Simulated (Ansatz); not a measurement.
Crystal: LaFe5H2.

```
CELL_PARAMETERS angstrom
2.58241 -4.50200 0.00000
2.58241 4.50200 0.00000
0.00000 0.00000 4.15046
ATOMIC_POSITIONS crystal
La 0.00000 0.00000 0.00000
Fe 0.50000 0.50000 0.50000
Fe 0.33675 0.66325 0.00000
Fe 0.66325 0.33675 0.00000
Fe 0.00000 0.50000 0.50000
Fe 0.50000 0.00000 0.50000
H 0.86652 0.13348 0.50000
H 0.13348 0.86652 0.50000
```

The cell comes from a database or a generator and needn't be the stable form of this composition.

Below is the output of Ansatz 0.2.0 for this cell. Logs are shortened: lines on timing, memory, paths and dates and some standing lists are left out, and cuts for length are marked.

```text
Warning: RAYON_NUM_THREADS=4 ignored (pool sized by the plan → 4); use --threads N
Engine: ansatz 0.2.0, x86_64-unknown-linux-gnu
Pseudopotentials: kind: paw
Pseudopotential: La, paw, valence charge 11, recommended cutoff 420 eV (normal), La.paw.azcp
Pseudopotential: Fe, paw, valence charge 16, recommended cutoff 420 eV (normal), Fe.paw.azcp
Pseudopotential: H, paw, valence charge 1, recommended cutoff 420 eV (normal), H.paw.azcp
Functional definition: PBE
  parameter kappa = 0.804
  parameter beta = 0.06672455060314922
  exchange = pbe_x(kappa = kappa, mu = beta*pi^2/3)
  correlation = pbe_c(beta = beta)
Crystal: 8 atoms, lattice volume = 96.507 Å³
Basis set: ecut = 420 eV, 1875 PW (Γ), exchange–correlation on 72×72×60 points (8 copies of the dense FFT grid, shifted against one another)
[... 63 lines left out ...]
--- Forces (eV/Å), atoms counted from 1 ---
  atom   1  La     0.00000000     0.00000000     0.00000000
  atom   2  Fe     0.00000000     0.00000000     0.00000000
  atom   3  Fe     0.00000000     0.02218435     0.00000000
  atom   4  Fe     0.00000000    -0.02218435     0.00000000
  atom   5  Fe     0.00000000    -0.00000000     0.00000000
  atom   6  Fe     0.00000000     0.00000000     0.00000000
  atom   7  H      0.00000000     0.00065921     0.00000000
  atom   8  H      0.00000000    -0.00065921     0.00000000
  max |Σ_I F_I| component: 3.47e-18 eV/Å
--- Stress (GPa, compression-positive) ---
       -0.393366       0.000000       0.000000
        0.000000      -0.113762       0.000000
        0.000000       0.000000      -0.131102
  P = ⅓ Tr σ = -0.2127 GPa (-2.127 kbar)
--- Band table (eV; the first three rows and the last of 104) ---
  k-point 0 ↑: bands = ["-73.0341", "-73.0220", "-72.9910", "-72.7429", "-72.7258", "-39.1831", "-39.1612", "-39.1421", "-39.1375", "-39.1329", "-39.0609", "-39.0401", "-38.9780", "-38.9309", "-38.8618", "-38.8432", "-38.7238", "-38.7000", "-38.6909", "-38.6604", "-16.3788", "-0.3871", "-0.2896", "-0.1093", "6.6701", "9.5555", "10.8539", "11.3064", "11.6094", "11.6362", "11.6799", "11.6950", "11.8738", "12.0445", "12.0511", "12.5185", "12.7290", "12.8188", "13.1464", "13.2288", "13.4797", "13.4893", "13.5089", "13.5740", "13.6756", "13.7688", "13.7754", "13.9311", "14.9121", "14.9427", "15.0007", "15.7148", "16.0842", "16.3807", "16.4752", "16.5522", "17.1700", "18.3940", "18.3971", "18.4237", "18.6672", "18.8698", "18.9450", "19.0081", "19.3212"]
  k-point 1 ↑: bands = ["-73.0327", "-73.0220", "-72.9921", "-72.7432", "-72.7258", "-39.1816", "-39.1636", "-39.1473", "-39.1382", "-39.1306", "-39.0757", "-39.0268", "-38.9807", "-38.9173", "-38.8625", "-38.8432", "-38.7219", "-38.7008", "-38.6884", "-38.6682", "-16.3733", "-0.3703", "-0.2838", "-0.2414", "6.9327", "9.6845", "10.9018", "10.9405", "11.5905", "11.6160", "11.6175", "11.7779", "11.9416", "11.9572", "12.1042", "12.7811", "12.9010", "12.9681", "13.0447", "13.1464", "13.4073", "13.5822", "13.6399", "13.6417", "13.6858", "13.7694", "13.8344", "13.9754", "14.7810", "14.8115", "14.9121", "15.4823", "15.7345", "16.1946", "16.2651", "16.8060", "16.8335", "18.3725", "18.4108", "18.4110", "18.5561", "18.6848", "18.7777", "18.9362", "19.9108"]
  k-point 2 ↑: bands = ["-73.0293", "-73.0220", "-72.9950", "-72.7437", "-72.7258", "-39.1780", "-39.1690", "-39.1578", "-39.1401", "-39.1253", "-39.1018", "-38.9918", "-38.9864", "-38.8950", "-38.8702", "-38.8434", "-38.7174", "-38.7024", "-38.6859", "-38.6829", "-16.3608", "-0.5145", "-0.3322", "-0.2707", "7.5518", "10.0056", "10.4706", "10.9923", "11.2003", "11.4917", "11.5873", "12.0142", "12.1276", "12.1960", "12.2877", "12.8143", "12.9117", "12.9566", "13.0845", "13.1952", "13.5897", "13.6547", "13.7163", "13.7178", "13.8213", "13.8239", "14.0733", "14.2084", "14.2316", "14.3208", "14.4940", "14.9122", "15.8158", "15.8527", "15.9134", "16.2668", "17.2503", "18.3241", "18.3797", "18.4412", "18.4826", "18.5346", "18.5528", "19.0927", "21.1630"]
  k-point 51 ↓: bands = ["-70.3803", "-70.3598", "-70.0263", "-70.0252", "-70.0163", "-36.7612", "-36.6102", "-36.4266", "-36.4045", "-36.4032", "-36.3303", "-36.2281", "-36.1939", "-36.1593", "-36.1528", "-36.1306", "-36.1166", "-36.0883", "-36.0548", "-36.0331", "-16.4476", "-0.7739", "-0.5130", "-0.4176", "7.8292", "10.8344", "11.6847", "12.3847", "12.4405", "13.0130", "13.1097", "13.1646", "13.8716", "14.0862", "14.2752", "14.2782", "14.2904", "14.3816", "14.4687", "14.6844", "14.7050", "15.2618", "15.7336", "15.8891", "16.0010", "16.0691", "16.2499", "16.3472", "16.5102", "16.5150", "16.8823", "17.0941", "17.1426", "17.4940", "17.8757", "18.1293", "18.2712", "18.3288", "18.4183", "18.5138", "18.5464", "18.7668", "19.4486", "19.5131", "19.6112"]
```

Question: What input gives this log?

Answer: Single point with PBE, collinear spin, ferromagnetic start. The files as run (others can give the same):

input.yaml
```yaml
crystal:
  lattice:
    - [2.5824111822, -4.5020046527, 0.0]
    - [2.5824111822, 4.5020046527, 0.0]
    - [0.0, 0.0, 4.150463]
  atoms:
    - { symbol: La, position: [0.0, 0.0, 0.0] }
    - { symbol: Fe, position: [0.5, 0.5, 0.5], spin: 3.0 }
    - { symbol: Fe, position: [0.336746, 0.663254, 0.0], spin: 3.0 }
    - { symbol: Fe, position: [0.663254, 0.336746, 0.0], spin: 3.0 }
    - { symbol: Fe, position: [0.0, 0.5, 0.5], spin: 3.0 }
    - { symbol: Fe, position: [0.5, 0.0, 0.5], spin: 3.0 }
    - { symbol: H, position: [0.866522, 0.133478, 0.5] }
    - { symbol: H, position: [0.133478, 0.866522, 0.5] }
hamiltonian:
  xc: pbe
  pseudopotentials: { kind: paw }
magnetization:
  spin_polarized: true
kpoints:
  mp_grid: { grid: [6, 6, 7] }
scf:
  occupations: { method: fermi_dirac, width: 0.05 }
output:
  forces: true
  stress: true
  eigenvalues: true
  write_density: true
  write_potential: true
  elf: true
  volumetric_format: npy
```

Potentials or basis: Ansatz PAW.
The run is started by
```bash
$ ansatz run input.yaml --threads 4 --pin off --max-ram 10240MiB --backend cpu --events-out ev --progress --plain --runs-dir out
```
